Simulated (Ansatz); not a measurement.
# CsLiCr2Te2S3 (Cm) in Ansatz: reference runs

How does CsLiCr2Te2S3 come out in PBE? The cell is run as given and disturbed.

Everything below comes from runs of Ansatz 0.2.0. Logs are shortened: lines on timing, memory, paths and dates and some standing lists are left out, and cuts for length are marked.

### Step 1. Starting point

It takes space group Cm (No. 8, monoclinic). Conventional cell: a = 6.843 Å, b = 10.361 Å, c = 7.978 Å, α = 90.00°, β = 111.21°, γ = 90.00°. Cs (site symmetry m) has 5 S at 3.58 to 3.92 Å and 1 Li at 4.01 Å as nearest neighbours. Li (site symmetry m) has 3 S at 2.42 to 2.56 Å as nearest neighbours. Around Cr (site symmetry 1) lie 3 S at 2.20 to 2.25 Å and 1 Te at 2.51 Å. Te (site symmetry 1) is surrounded by 1 Cr at 2.51 Å. S (site symmetry 1) is surrounded by 2 Cr at 2.24 to 2.25 Å and 1 Li at 2.56 Å. S (site symmetry m) has 2 Cr at 2.20 Å and 1 Li at 2.42 Å as nearest neighbours.

The cell was built by a generator and needn't be a form met in nature.

### Step 2. Single point, PBE, collinear spin, ferromagnetic start

Contents of input.yaml:

```yaml
crystal:
  lattice:
    - [3.42162, -5.18069, 0.00784]
    - [3.42162, 5.18069, 0.00784]
    - [-2.90411, 0.0, 7.43093]
  atoms:
    - { symbol: Cs, position: [0.09374, 0.09374, 0.00853] }
    - { symbol: Li, position: [0.58875, 0.58875, 0.55336] }
    - { symbol: Cr, position: [0.05646, 0.46755, 0.5579], spin: 3.0 }
    - { symbol: Cr, position: [0.46755, 0.05646, 0.5579], spin: 3.0 }
    - { symbol: Te, position: [0.56486, 0.87357, 0.29035] }
    - { symbol: Te, position: [0.87357, 0.56486, 0.29035] }
    - { symbol: S, position: [0.81151, 0.39697, 0.73347] }
    - { symbol: S, position: [0.39697, 0.81151, 0.73347] }
    - { symbol: S, position: [0.21404, 0.21404, 0.48371] }
hamiltonian:
  xc: pbe
  pseudopotentials: { kind: paw }
magnetization:
  spin_polarized: true
kpoints:
  mp_grid: { grid: [5, 5, 4] }
scf:
  occupations: { method: fermi_dirac, width: 0.05 }
output:
  forces: true
  stress: true
  eigenvalues: true
```

Potentials or basis: Ansatz PAW.

Started as:

```bash
$ ansatz run input.yaml --threads 8 --pin off --max-ram 20480MiB --backend cpu --events-out ev --progress --plain --runs-dir out
```

Output:

```text
Warning: RAYON_NUM_THREADS=8 ignored (pool sized by the plan → 8); use --threads N
Engine: ansatz 0.2.0, x86_64-unknown-linux-gnu
Pseudopotentials: kind: paw
Pseudopotential: Cs, paw, valence charge 9, recommended cutoff 420 eV (normal), Cs.paw.azcp
Pseudopotential: Li, paw, valence charge 3, recommended cutoff 420 eV (normal), Li.paw.azcp
Pseudopotential: Cr, paw, valence charge 14, recommended cutoff 420 eV (normal), Cr.paw.azcp
Pseudopotential: Te, paw, valence charge 16, recommended cutoff 420 eV (normal), Te.paw.azcp
Pseudopotential: S, paw, valence charge 6, recommended cutoff 420 eV (normal), S.paw.azcp
Functional definition: PBE
  parameter kappa = 0.804
  parameter beta = 0.06672455060314922
  exchange = pbe_x(kappa = kappa, mu = beta*pi^2/3)
  correlation = pbe_c(beta = beta)
Crystal: 9 atoms, lattice volume = 263.682 Å³
Basis set: ecut = 420 eV, 5177 PW (Γ), exchange–correlation on 90×90×108 points (8 copies of the dense FFT grid, shifted against one another)
Bands: 58, of which v1, the nominal top of the filled ones, is band 45 counted from 1 (44 counted from 0)
Symmetry: 2 space group operations
Space group: Cm (ITA 8), of the structure as read, at distance tolerance 6.4e-5 Å
Magnetic group: BNS 8.32 (UNI 39), of the structure as read, at distance tolerance 6.4e-5 Å
k-points: 33 of 100 (time reversal used)
Non-local potential: Cs, projectors of the file, l = 0: 3, l = 1: 2, l = 2: 2, l = 3: 2
Non-local potential: Li, projectors of the file, l = 0: 3, l = 1: 2, l = 2: 1
Non-local potential: Cr, projectors of the file, l = 0: 3, l = 1: 2, l = 2: 3, l = 3: 1
Non-local potential: Te, projectors of the file, l = 0: 2, l = 1: 2, l = 2: 2, l = 3: 2
Non-local potential: S, projectors of the file, l = 0: 2, l = 1: 2, l = 2: 2
PAW form: soft (Blöchl's): semilocal exchange-correlation on the pseudo side does not see the compensation charge
PAW one-centre angular grid: Cs, 194 points (default); XC on 64 Gauss nodes
PAW one-centre angular grid: Li, 110 points (default); XC on 64 Gauss nodes
PAW one-centre angular grid: Cr, 590 points (default); XC on 64 Gauss nodes
PAW one-centre angular grid: Te, 590 points (default); XC on 64 Gauss nodes
PAW one-centre angular grid: S, 110 points (default); XC on 64 Gauss nodes
Initial density: superposition of atomic densities (chi_scale 0.1, normalization cell, long waves kept (reshape's long-wave potential 0.06 eV rms))
Starting moments: Σ|m| = 6 μB on 2 of 9 sites
Initial wavefunctions: pseudopotential atomic-orbital guess
Functional: x = pbe(κ = 0.804, μ = 0.2195149727645171), c = pbe(β = 0.06672455060314922)
SCF iter   1: F=—  HF=-29305.707694 eV  |F-HF|=—  |Δ(HF+E_count)|=         —  Δρ=5.71e-2 (↑5.71e-2 ↓2.31e-2)  dr2=2.59e1  dr2_m=1.00e0  M=4.000 μB ∫|m|=4.687 μB  β_m=0.30  ethr=3.10e-3  ⟨swp⟩=8.0  Hψ=16096  notcnv=0  defer=4
Mixer restart at iter 1: flushing history
preconditioner: auto → Kerker (q_TF=auto, 2.281 Å⁻¹)  [metal: Δε(μ)=0.014 eV  Ē_g=8.072 eV  σ=0.050 eV  W_gap=0.07  n_scr=48 (ndim 8)  ℏωp=16.2 eV  f_vac=0.042  D(μ)=3.50/eV (n_scr^D=16)]
spin=Collinear: Kerker preconditioning applied to the charge; magnetization (m = ρ↑ − ρ↓) channel mixes plain (no charge-response kernel on spin).
SCF iter   2: F=—  HF=-29303.605271 eV  |F-HF|=—  |Δ(HF+E_count)|=    2.10e0  Δρ=2.00e-2 (↑2.00e-2 ↓1.29e-2)  dr2=6.28e0  dr2_m=1.57e-1  M=4.000 μB ∫|m|=5.012 μB  β_m=0.38  ethr=3.10e-3  ⟨swp⟩=3.7  Hψ=9124  notcnv=0  defer=233
SCF iter   3: F=—  HF=-29302.606666 eV  |F-HF|=—  |Δ(HF+E_count)|=   9.99e-1  Δρ=9.16e-3 (↑9.16e-3 ↓7.67e-3)  dr2=1.43e0  dr2_m=4.20e-2  M=4.003 μB ∫|m|=5.448 μB  β_m=0.64  ethr=3.10e-3  ⟨swp⟩=3.0  Hψ=5686  notcnv=0  defer=225
SCF iter   4: F=—  HF=-29302.384898 eV  |F-HF|=—  |Δ(HF+E_count)|=   2.22e-1  Δρ=4.27e-3 (↑4.27e-3 ↓2.59e-3)  dr2=2.61e-1  dr2_m=3.84e-3  M=4.013 μB ∫|m|=5.739 μB  β_m=0.80  ethr=1.59e-3  ⟨swp⟩=3.5  Hψ=6992  notcnv=0  defer=220
SCF iter   5: F=—  HF=-29302.396391 eV  |F-HF|=—  |Δ(HF+E_count)|=         —  Δρ=1.31e-3 (↑1.31e-3 ↓1.26e-3)  dr2=6.72e-2  dr2_m=8.25e-5  M=4.011 μB ∫|m|=5.757 μB  β_m=0.80  ethr=2.90e-4  ⟨swp⟩=3.1  Hψ=5786  notcnv=0  defer=220
Mixer restart at iter 5: flushing history
SCF iter   6: F=—  HF=-29302.391525 eV  |F-HF|=—  |Δ(HF+E_count)|=   4.87e-3  Δρ=1.62e-3 (↑1.62e-3 ↓8.56e-4)  dr2=3.86e-2  dr2_m=7.24e-4  M=4.008 μB ∫|m|=5.729 μB  β_m=0.90  ethr=7.47e-5  ⟨swp⟩=2.1  Hψ=5200  notcnv=0  defer=222
SCF iter   7: F=—  HF=-29302.394403 eV  |F-HF|=—  |Δ(HF+E_count)|=   2.88e-3  Δρ=1.27e-3 (↑1.27e-3 ↓6.04e-4)  dr2=2.00e-2  dr2_m=5.01e-4  M=4.011 μB ∫|m|=5.764 μB  β_m=0.88  ethr=4.29e-5  ⟨swp⟩=2.0  Hψ=7236  notcnv=0  defer=222
SCF iter   8: F=—  HF=-29302.393894 eV  |F-HF|=—  |Δ(HF+E_count)|=   5.09e-4  Δρ=2.84e-4 (↑2.84e-4 ↓2.50e-4)  dr2=3.45e-3  dr2_m=3.09e-6  M=4.009 μB ∫|m|=5.748 μB  β_m=0.94  ethr=2.22e-5  ⟨swp⟩=2.0  Hψ=5784  notcnv=0  defer=222
SCF iter   9: F=—  HF=-29302.394449 eV  |F-HF|=—  |Δ(HF+E_count)|=   5.55e-4  Δρ=5.00e-4 (↑5.00e-4 ↓2.59e-4)  dr2=1.84e-3  dr2_m=3.83e-5  M=4.011 μB ∫|m|=5.762 μB  β_m=0.97  ethr=3.83e-6  ⟨swp⟩=2.0  Hψ=5474  notcnv=0  defer=222
SCF iter  10: F=—  HF=-29302.394793 eV  |F-HF|=—  |Δ(HF+E_count)|=   3.44e-4  Δρ=2.13e-4 (↑2.13e-4 ↓1.21e-4)  dr2=4.62e-4  dr2_m=5.87e-6  M=4.011 μB ∫|m|=5.757 μB  β_m=0.98  ethr=2.05e-6  ⟨swp⟩=2.1  Hψ=4459  notcnv=0  defer=222
SCF iter  11: F=—  HF=-29302.394828 eV  |F-HF|=—  |Δ(HF+E_count)|=   3.52e-5  Δρ=2.85e-5 (↑2.85e-5 ↓2.79e-5)  dr2=2.71e-5  dr2_m=2.64e-8  M=4.011 μB ∫|m|=5.754 μB  β_m=0.99  ethr=5.13e-7  ⟨swp⟩=2.0  Hψ=5092  notcnv=0  defer=221
SCF iter  12: F=—  HF=-29302.394856 eV  |F-HF|=—  |Δ(HF+E_count)|=   2.74e-5  Δρ=1.47e-5 (↑1.47e-5 ↓1.36e-5)  dr2=6.74e-6  dr2_m=2.44e-8  M=4.011 μB ∫|m|=5.753 μB  β_m=1.00  ethr=3.01e-8  ⟨swp⟩=2.0  Hψ=5333  notcnv=0  defer=221
SCF iter  13: F=—  HF=-29302.394858 eV  |F-HF|=—  |Δ(HF+E_count)|=   2.55e-6  Δρ=1.34e-5 (↑1.34e-5 ↓7.94e-6)  dr2=2.71e-6  dr2_m=2.59e-8  M=4.011 μB ∫|m|=5.753 μB  β_m=1.00  ethr=7.49e-9  ⟨swp⟩=2.0  Hψ=5038  notcnv=0  defer=221
SCF iter  14: F=—  HF=-29302.394859 eV  |F-HF|=—  |Δ(HF+E_count)|=   4.76e-7  Δρ=3.87e-6 (↑3.87e-6 ↓2.70e-6)  dr2=3.35e-7  dr2_m=3.13e-9  M=4.011 μB ∫|m|=5.754 μB  β_m=1.00  ethr=3.01e-9  ⟨swp⟩=2.0  Hψ=4963  notcnv=0  defer=221
SCF iter  15: F=—  HF=-29302.394859 eV  |F-HF|=—  |Δ(HF+E_count)|=   1.23e-7  Δρ=3.93e-6 (↑3.93e-6 ↓2.17e-6)  dr2=2.27e-7  dr2_m=2.52e-9  M=4.011 μB ∫|m|=5.754 μB  β_m=1.00  ethr=3.73e-10  ⟨swp⟩=2.0  Hψ=5128  notcnv=0  defer=221
SCF iter  16: F=—  HF=-29302.394859 eV  |F-HF|=—  |Δ(HF+E_count)|=   6.23e-9  Δρ=7.29e-7 (↑7.29e-7 ↓6.95e-7)  dr2=1.52e-8  dr2_m=5.50e-11  M=4.011 μB ∫|m|=5.754 μB  β_m=1.00  ethr=2.52e-10  ⟨swp⟩=2.0  Hψ=4467  notcnv=0  defer=221
SCF iter  17: F=-29302.394859 eV  HF=-29302.394859 eV  |F-HF|=5.09e-9  |Δ(HF+E_count)|=   6.41e-9  Δρ=6.71e-7 (↑6.71e-7 ↓4.40e-7)  dr2=8.84e-9  dr2_m=6.18e-11  M=4.011 μB ∫|m|=5.754 μB  ethr=1.69e-11  ⟨swp⟩=12.0  Hψ=15311  notcnv=0
SCF 1 converged in 17 iterations: F = -29302.394859 eV  dr2 = 8.84e-9
SCF converged after 17 iterations
Magnetization: 4.0107 μB (47.0053 up, 42.9947 down)
Absolute magnetization: 5.7571 μB (∫|ρ↑−ρ↓|, with the PAW one-centre terms)
Spin contamination: 0.5102 ħ² per cell (⟨S²⟩ above its minimum at these occupations)
Per-site moments (μB) at R_I (Å): [(-0.0007987516371544915, 1.4753115793158755), (0.0002846554725393255, 0.9979465793461388), (2.0199921927612086, 0.9087395476383824), (2.0199921927612077, 0.9087395476383824), (-0.1339648461274019, 1.035123590143727), (-0.13396484612740192, 1.035123590143727), (-0.060091167136905564, 0.9258964266594559), (-0.060091167136905634, 0.9258964266594559), (-0.054075471581751605, 0.9087395476383824)]
Free energy (F): -29302.394859 eV
Harris-Foulkes:  -29302.394859 eV  (|F-HF|=5.09e-9)
Internal energy: -29302.367784 eV  (E = F + TS)
E sigma→0 (E₀):  -29302.381321 eV
Entropy (-TS):   -0.027075 eV (-3.008 meV/atom)
Fermi energy:    5.700907 eV
--- Per-component energies (eV) ---
  E_band       = -1414.829767
  E_kinetic    = 1528.160819
  E_local      = -10174.680066  (includes V_loc(G=0)·N_el)
  E_nonlocal   = -374.839632
  E_hartree    = 4931.012360
  E_xc         = -1001.180376
  E_vxc        = -962.621630  (∫ρ·V_xc dr)
  E_paw        = -18607.521217  (= ΣΔE_a)
  E_vpaw       = -1292.867016  (= ΣTr[D̂ρ^β])
  E_aug_tail   = 0.000354  (compensation charges beyond the density's cutoff)
  E_ewald      = -5603.320025
  E_smearing   = -0.027075  (= −TS)
  E_closure    = 0.000000  (closes the sum)
  Σ components = -29302.394859   (vs F -29302.394859, Δ=0.00e0)
--- Forces (eV/Å), atoms counted from 1 ---
  atom   1  Cs     0.00159188     0.00000000     0.00193252
  atom   2  Li    -0.00084302     0.00000000     0.00135596
  atom   3  Cr    -0.00107560    -0.00758400     0.00471760
  atom   4  Cr    -0.00107560     0.00758400     0.00471760
  atom   5  Te     0.00440716     0.01429724    -0.00653647
  atom   6  Te     0.00440716    -0.01429724    -0.00653647
  atom   7  S     -0.00566287     0.00194683    -0.00004820
  atom   8  S     -0.00566287    -0.00194683    -0.00004820
  atom   9  S      0.00392609     0.00000000     0.00045422
  max |Σ_I F_I| component: 1.23e-5 eV/Å
--- Stress (GPa, compression-positive) ---
        0.008004      -0.000000      -0.009000
       -0.000000      -0.044541       0.000000
       -0.009001       0.000000       0.022227
  P = ⅓ Tr σ = -0.0048 GPa (-0.048 kbar)
--- Band table (eV; the first three rows and the last of 66) ---
  k-point 0 ↑: bands = ["-67.1921", "-67.1913", "-40.3121", "-38.6121", "-38.6076", "-38.5871", "-38.5785", "-38.4847", "-38.4834", "-30.6978", "-30.6755", "-30.6723", "-30.6673", "-30.6669", "-30.6569", "-30.6118", "-30.6098", "-30.6056", "-30.6048", "-16.0454", "-7.4951", "-6.7975", "-6.6762", "-5.2841", "-4.0492", "-2.8941", "-2.8676", "-2.8665", "0.5209", "1.2291", "1.4042", "1.5961", "1.9108", "2.1698", "2.2966", "2.3905", "2.4452", "3.2371", "3.3019", "3.4979", "3.7071", "3.9698", "4.5599", "4.6187", "4.9329", "5.3084", "5.3348", "5.4926", "5.9408", "6.4671", "6.7877", "7.3776", "7.7235", "8.6888", "9.7782", "10.1644", "10.5367", "10.8204"]
  k-point 1 ↑: bands = ["-67.1921", "-67.1913", "-40.3121", "-38.6121", "-38.6076", "-38.5871", "-38.5785", "-38.4847", "-38.4834", "-30.6978", "-30.6755", "-30.6723", "-30.6673", "-30.6669", "-30.6569", "-30.6118", "-30.6098", "-30.6056", "-30.6048", "-16.0453", "-7.4978", "-6.7929", "-6.6764", "-5.2913", "-4.0507", "-2.8949", "-2.8662", "-2.8602", "0.5284", "1.2486", "1.4988", "1.5962", "1.9126", "2.1702", "2.2757", "2.3786", "2.4499", "3.1580", "3.2705", "3.5289", "3.6339", "3.9791", "4.5434", "4.6232", "4.9337", "5.3115", "5.3442", "5.5355", "5.8873", "6.4220", "6.5643", "7.3723", "7.7119", "9.1129", "9.6684", "10.3176", "10.4337", "10.9273"]
  k-point 2 ↑: bands = ["-67.1921", "-67.1913", "-40.3121", "-38.6121", "-38.6076", "-38.5871", "-38.5785", "-38.4847", "-38.4834", "-30.6978", "-30.6755", "-30.6723", "-30.6673", "-30.6669", "-30.6569", "-30.6118", "-30.6098", "-30.6056", "-30.6048", "-16.0453", "-7.5004", "-6.7884", "-6.6765", "-5.2985", "-4.0521", "-2.8950", "-2.8648", "-2.8546", "0.5359", "1.2638", "1.5966", "1.6250", "1.9007", "2.1759", "2.2594", "2.2994", "2.5141", "3.0740", "3.2412", "3.5520", "3.5596", "3.9862", "4.5271", "4.6247", "4.9329", "5.3126", "5.3529", "5.5781", "5.8460", "6.3663", "6.3899", "7.3667", "7.6997", "9.3868", "10.0323", "10.3194", "10.5927", "10.6077"]
  k-point 32 ↓: bands = ["-64.8466", "-64.8458", "-40.3103", "-36.3008", "-36.2982", "-36.2664", "-36.2633", "-36.2153", "-36.2021", "-30.7406", "-30.7170", "-30.7126", "-30.7080", "-30.7073", "-30.6965", "-30.6423", "-30.6418", "-30.6387", "-30.6379", "-16.0450", "-7.2714", "-7.0419", "-6.7450", "-5.2340", "-4.7160", "-2.9142", "-2.8731", "-2.8310", "1.1064", "1.4066", "1.6869", "1.9458", "2.2356", "2.4379", "2.5794", "2.7821", "2.8954", "3.1829", "3.2774", "3.6465", "4.3080", "5.0768", "5.5056", "6.5108", "6.6728", "6.8605", "6.8967", "7.2503", "7.3871", "7.6518", "7.7805", "7.8047", "8.3811", "10.0681", "10.1198", "10.4996", "10.9372", "11.0374"]
```

Run time: 23 s. Hardware: 8 threads of AMD EPYC 7R43 (Zen 3), shared host; peak memory 1.4 GiB.

Results:

```
Free energy            : -29302.3949 eV
Pressure               : 0.0 GPa
Largest force          : 0.016 eV/Å
Band gap on the k mesh : none (metal or under the smearing width)
Net moment             : 4.01 μB per cell
Absolute moment        : 5.76 μB per cell
Site moments           : Cs -0.00; Li +0.00; Cr +2.02; Te -0.13; S -0.06, -0.05 μB
```

Forces in eV/Å, atoms in the order of the input:
```
Cs   0.002  0.000  0.002
Li  -0.001  0.000  0.001
Cr  -0.001 -0.008  0.005
Cr  -0.001  0.008  0.005
Te   0.004  0.014 -0.007
Te   0.004 -0.014 -0.007
S   -0.006  0.002  0.000
S   -0.006 -0.002  0.000
S    0.004  0.000  0.000
```

Caveat: only a ferromagnetic start was run, and an antiferromagnetic order may lie lower in energy. The run has no spin-orbit coupling, so splittings on Cs, Te are missing.

(Continued in part 2 of 2.)
